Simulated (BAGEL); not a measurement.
# quartet B2NH3F: levels of theory compared

Aim: a comparison of 3 runs (UHF/STO-3G, UHF/3-21G, UHF/aug-cc-pVDZ) of quartet B2NH3F. 

Program for the calculation: BAGEL 1.2.2.

20 further runs of the same task are left out: 20 set aside as unsound or not needed.

### Step 1. Starting point

B2NH3F has 7 atoms, charge 0, and is taken as a quartet. As SMILES of the parent species, `B[N]BF`. Geometry: relaxed at GFN2-xTB. This is one conformer, not always the lowest. That shape belongs to the parent species and isn't relaxed for this state.

Bond lengths: B1–N2 1.323 Å, N2–B3 1.366 Å, B3–F4 1.331 Å, B1–H5 1.178 Å, B1–H6 1.179 Å, B3–H7 1.182 Å. Angles: B1–N2–B3 172.9°, N2–B3–F4 121.7°, N2–B1–H5 122.8°, N2–B1–H6 120.9°, N2–B3–H7 121.7°, F4–B3–H7 116.6°, H5–B1–H6 116.3°.

### Step 2. The energy at UHF/STO-3G (density fitting with qzvpp-jkfit) (run 1)

File job.json:

```json
{ "bagel": [

{
  "title": "molecule",
  "basis": "sto-3g",
  "df_basis": "qzvpp-jkfit",
  "angstrom": "true",
  "geometry": [
    { "atom": "B", "xyz": [   -0.833390,    1.052730,   -0.144290 ] },
    { "atom": "N", "xyz": [   -0.035920,    0.019970,    0.073430 ] },
    { "atom": "B", "xyz": [    0.844810,   -1.022290,    0.140430 ] },
    { "atom": "F", "xyz": [    0.537740,   -2.158210,    0.763150 ] },
    { "atom": "H", "xyz": [   -0.844980,    1.647720,   -1.161250 ] },
    { "atom": "H", "xyz": [   -1.582900,    1.424760,    0.686210 ] },
    { "atom": "H", "xyz": [    1.914640,   -0.964670,   -0.357690 ] }
  ]
},
{
  "title": "uhf",
  "nopen": 3
},
{
  "title": "print",
  "file": "orbitals.molden",
  "orbitals": "true"
}

]}
```

Run with:

```sh
$ BAGEL_NUM_THREADS=1 BAGEL job.json > job.out
```

Log:

```text
* using 1 threads per process

  ===============================================================
  ===============================================================

  *** Geometry ***

  { "atom" : "B", "xyz" : [     -1.574879,      1.989371,     -0.272669 ] },
  { "atom" : "N", "xyz" : [     -0.067879,      0.037738,      0.138763 ] },
  { "atom" : "B", "xyz" : [      1.596460,     -1.931848,      0.265374 ] },
  { "atom" : "F", "xyz" : [      1.016181,     -4.078426,      1.442144 ] },
  { "atom" : "H", "xyz" : [     -1.596781,      3.113740,     -2.194444 ] },
  { "atom" : "H", "xyz" : [     -2.991247,      2.692406,      1.296749 ] },
  { "atom" : "H", "xyz" : [      3.618145,     -1.822962,     -0.675936 ] },

  Number of auxiliary basis functions:      358

  Since a DF basis is specified, we compute 2- and 3-index integrals:
    o Being stored without compression. Storage requirement is 0.002 GB

  Number of basis functions:       23
  Number of electrons      :       29

    * METHOD: MOLECULE                             0.07

  *** Open-shell HF ***

  === Nuclear Repulsion ===
    90.1674551030

      * DIIS with orbital gradients will be used.

  === UHF iteration (sto-3g) ===
      0       -201.99864617          0.03714694           0.01
      1       -202.07973967          0.01258629           0.01
      2       -202.09224413          0.00557333           0.01
      3       -202.09540848          0.00297627           0.01
      4       -202.09789486          0.00134135           0.01
      5       -202.09863971          0.00044496           0.01
      6       -202.09874241          0.00021974           0.01
      7       -202.09875886          0.00010631           0.01
      8       -202.09876393          0.00005623           0.01
      9       -202.09876570          0.00002269           0.01
     10       -202.09876594          0.00001148           0.01
     11       -202.09876599          0.00000429           0.01
     12       -202.09876600          0.00000158           0.01
     13       -202.09876600          0.00000091           0.01
     14       -202.09876600          0.00000049           0.01
     15       -202.09876600          0.00000022           0.01
     16       -202.09876600          0.00000009           0.01
     17       -202.09876600          0.00000005           0.01
     18       -202.09876600          0.00000002           0.01
     19       -202.09876600          0.00000001           0.01
    * SCF iteration converged.

    * S^2 (UHF) is 3.7655

    * Permanent dipole moment:
           (   -0.760042,     0.862620,    -0.151883) a.u.

    * METHOD: UHF                                  0.18

    * METHOD: PRINT                                0.00

  ===============================================================
```

Run time: 0.44 s. Hardware: 1 thread of AMD EPYC 9R45 (Zen 5), shared host.

### Step 3. A single-point energy at UHF/3-21G (density fitting with qzvpp-jkfit) (run 2)

File calc.json:

```json
{ "bagel" : [

{
  "title" : "molecule",
  "basis" : "3-21g",
  "df_basis" : "qzvpp-jkfit",
  "angstrom" : true,
  "geometry" : [
    { "atom" : "B", "xyz" : [      -0.833390,       1.052730,      -0.144290 ] },
    { "atom" : "N", "xyz" : [      -0.035920,       0.019970,       0.073430 ] },
    { "atom" : "B", "xyz" : [       0.844810,      -1.022290,       0.140430 ] },
    { "atom" : "F", "xyz" : [       0.537740,      -2.158210,       0.763150 ] },
    { "atom" : "H", "xyz" : [      -0.844980,       1.647720,      -1.161250 ] },
    { "atom" : "H", "xyz" : [      -1.582900,       1.424760,       0.686210 ] },
    { "atom" : "H", "xyz" : [       1.914640,      -0.964670,      -0.357690 ] }
  ]
},

{
  "title" : "uhf",
  "charge" : 0,
  "nopen" : 3
},

{
  "title" : "print",
  "file" : "orbitals.molden",
  "orbitals" : true
}

]}
```

Run with:

```sh
$ BAGEL_NUM_THREADS=1 BAGEL calc.json > calc.out
```

Log:

```text
* using 1 threads per process

  ===============================================================
  ===============================================================

  *** Geometry ***

  { "atom" : "B", "xyz" : [     -1.574879,      1.989371,     -0.272669 ] },
  { "atom" : "N", "xyz" : [     -0.067879,      0.037738,      0.138763 ] },
  { "atom" : "B", "xyz" : [      1.596460,     -1.931848,      0.265374 ] },
  { "atom" : "F", "xyz" : [      1.016181,     -4.078426,      1.442144 ] },
  { "atom" : "H", "xyz" : [     -1.596781,      3.113740,     -2.194444 ] },
  { "atom" : "H", "xyz" : [     -2.991247,      2.692406,      1.296749 ] },
  { "atom" : "H", "xyz" : [      3.618145,     -1.822962,     -0.675936 ] },

  Number of auxiliary basis functions:      358

  Since a DF basis is specified, we compute 2- and 3-index integrals:
    o Being stored without compression. Storage requirement is 0.005 GB

  Number of basis functions:       42
  Number of electrons      :       29

    * METHOD: MOLECULE                             0.07

  *** Open-shell HF ***

  === Nuclear Repulsion ===
    90.1674551030

      * DIIS with orbital gradients will be used.

  === UHF iteration (3-21g) ===
      0       -203.53929816          0.05642631           0.02
      1       -203.66060029          0.03286897           0.02
      2       -203.70028292          0.01795593           0.02
      3       -203.71594776          0.00577095           0.02
      4       -203.72730348          0.00323913           0.02
      5       -203.73135965          0.00184750           0.02
      6       -203.73286022          0.00095612           0.02
      7       -203.73314000          0.00068875           0.02
      8       -203.73327753          0.00042624           0.02
      9       -203.73336283          0.00026170           0.02
     10       -203.73339010          0.00015685           0.02
     11       -203.73340151          0.00007701           0.02
     12       -203.73340376          0.00004449           0.02
     13       -203.73340469          0.00002148           0.02
     14       -203.73340483          0.00001391           0.02
     15       -203.73340491          0.00000805           0.02
     16       -203.73340492          0.00000494           0.02
     17       -203.73340493          0.00000237           0.02
     18       -203.73340493          0.00000113           0.02
     19       -203.73340493          0.00000076           0.02
     20       -203.73340493          0.00000035           0.02
     21       -203.73340493          0.00000022           0.02
     22       -203.73340493          0.00000013           0.02
     23       -203.73340493          0.00000008           0.02
     24       -203.73340493          0.00000005           0.02
     25       -203.73340493          0.00000002           0.02
     26       -203.73340493          0.00000001           0.02
     27       -203.73340493          0.00000001           0.02
    * SCF iteration converged.

    * S^2 (UHF) is 3.7698

    * Permanent dipole moment:
           (   -0.782376,     0.498799,     0.035811) a.u.

    * METHOD: UHF                                  0.53

    * METHOD: PRINT                                0.00

  ===============================================================
```

Run time: 0.81 s. Hardware: 1 thread of AMD EPYC 9R45 (Zen 5), shared host.

### Step 4. A single-point energy at UHF/aug-cc-pVDZ (density fitting with qzvpp-jkfit) (run 3)

File input.json:

```json
{ "bagel": [

{
  "title": "molecule",
  "basis": "aug-cc-pvdz.json",
  "df_basis": "qzvpp-jkfit",
  "angstrom": true,
  "geometry": [
    { "atom": "B", "xyz": [      -0.833390,       1.052730,      -0.144290 ] },
    { "atom": "N", "xyz": [      -0.035920,       0.019970,       0.073430 ] },
    { "atom": "B", "xyz": [       0.844810,      -1.022290,       0.140430 ] },
    { "atom": "F", "xyz": [       0.537740,      -2.158210,       0.763150 ] },
    { "atom": "H", "xyz": [      -0.844980,       1.647720,      -1.161250 ] },
    { "atom": "H", "xyz": [      -1.582900,       1.424760,       0.686210 ] },
    { "atom": "H", "xyz": [       1.914640,      -0.964670,      -0.357690 ] }
  ]
},

{
  "title": "uhf",
  "nopen": 3
},

{
  "title": "print",
  "file": "orbitals.molden",
  "orbitals": true
}

]}
```

The basis set aug-cc-pVDZ is read from a file made from the Basis Set Exchange's data (not shown).

Run with:

```sh
$ BAGEL_NUM_THREADS=1 BAGEL input.json > input.out
```

Log:

```text
* using 1 threads per process

  ===============================================================
  ===============================================================

  *** Geometry ***

  { "atom" : "B", "xyz" : [     -1.574879,      1.989371,     -0.272669 ] },
  { "atom" : "N", "xyz" : [     -0.067879,      0.037738,      0.138763 ] },
  { "atom" : "B", "xyz" : [      1.596460,     -1.931848,      0.265374 ] },
  { "atom" : "F", "xyz" : [      1.016181,     -4.078426,      1.442144 ] },
  { "atom" : "H", "xyz" : [     -1.596781,      3.113740,     -2.194444 ] },
  { "atom" : "H", "xyz" : [     -2.991247,      2.692406,      1.296749 ] },
  { "atom" : "H", "xyz" : [      3.618145,     -1.822962,     -0.675936 ] },

  Number of auxiliary basis functions:      358

  Since a DF basis is specified, we compute 2- and 3-index integrals:
    o Being stored without compression. Storage requirement is 0.041 GB

  Number of basis functions:      119
  Number of electrons      :       29

    * METHOD: MOLECULE                             0.13

  *** Open-shell HF ***

  === Nuclear Repulsion ===
    90.1674551030

      * DIIS with orbital gradients will be used.

  === UHF iteration (aug-cc-pvdz.json) ===
      0       -203.98994902          0.05719064           0.06
      1       -204.12858734          0.06636821           0.07
      2       -204.18335394          0.05284282           0.07
      3       -204.79112900          0.00987853           0.07
      4       -204.82820957          0.00488392           0.07
      5       -204.84410247          0.00378583           0.07
      6       -204.86124819          0.00236329           0.07
      7       -204.86946126          0.00136636           0.07
      8       -204.87193671          0.00100834           0.07
      9       -204.87356309          0.00073651           0.07
     10       -204.87407635          0.00046398           0.07
     11       -204.87438833          0.00022807           0.07
     12       -204.87448507          0.00014187           0.07
     13       -204.87451495          0.00007889           0.07
     14       -204.87452785          0.00004327           0.07
     15       -204.87453108          0.00002025           0.07
     16       -204.87453161          0.00001129           0.07
     17       -204.87453179          0.00000558           0.07
     18       -204.87453183          0.00000281           0.07
     19       -204.87453184          0.00000199           0.07
     20       -204.87453185          0.00000122           0.07
     21       -204.87453185          0.00000084           0.07
     22       -204.87453185          0.00000060           0.07
     23       -204.87453185          0.00000035           0.07
     24       -204.87453185          0.00000013           0.07
     25       -204.87453185          0.00000005           0.07
     26       -204.87453185          0.00000003           0.07
     27       -204.87453185          0.00000001           0.07
     28       -204.87453185          0.00000001           0.07
    * SCF iteration converged.

    * S^2 (UHF) is 3.7746

    * Permanent dipole moment:
           (   -0.818932,     0.578121,     0.009962) a.u.

    * METHOD: UHF                                  2.09

    * METHOD: PRINT                                0.02

  ===============================================================
```

It took 2.5 s on 1 thread of AMD EPYC 9R45 (Zen 5), shared host; peak memory 0.11 GiB.

### Step 5. All runs side by side

```csv
run,level,energy (Eh),dipole moment (D),⟨S²⟩,wall time
1,UHF/STO-3G (density fitting with qzvpp-jkfit),-202.098766,2.95,3.765,0.44 s
2,UHF/3-21G (density fitting with qzvpp-jkfit),-203.733405,2.36,3.770,0.81 s
3,UHF/aug-cc-pVDZ (density fitting with qzvpp-jkfit),-204.874532,2.55,3.775,2.5 s
```

### Step 6. What came out

| quantity | value |
| --- | --- |
| run 3: total energy | -204.87453 Eh |
| run 3: dipole moment | 2.55 D |
| run 3: ⟨S²⟩ | 3.775 |

In words: The dipole moment (its size) runs from 2.36 D (UHF/3-21G) to 2.95 D (UHF/STO-3G). In run 1 the basis is minimal, so the values are rough. All runs together took 3.7 s, the longest 2.5 s.
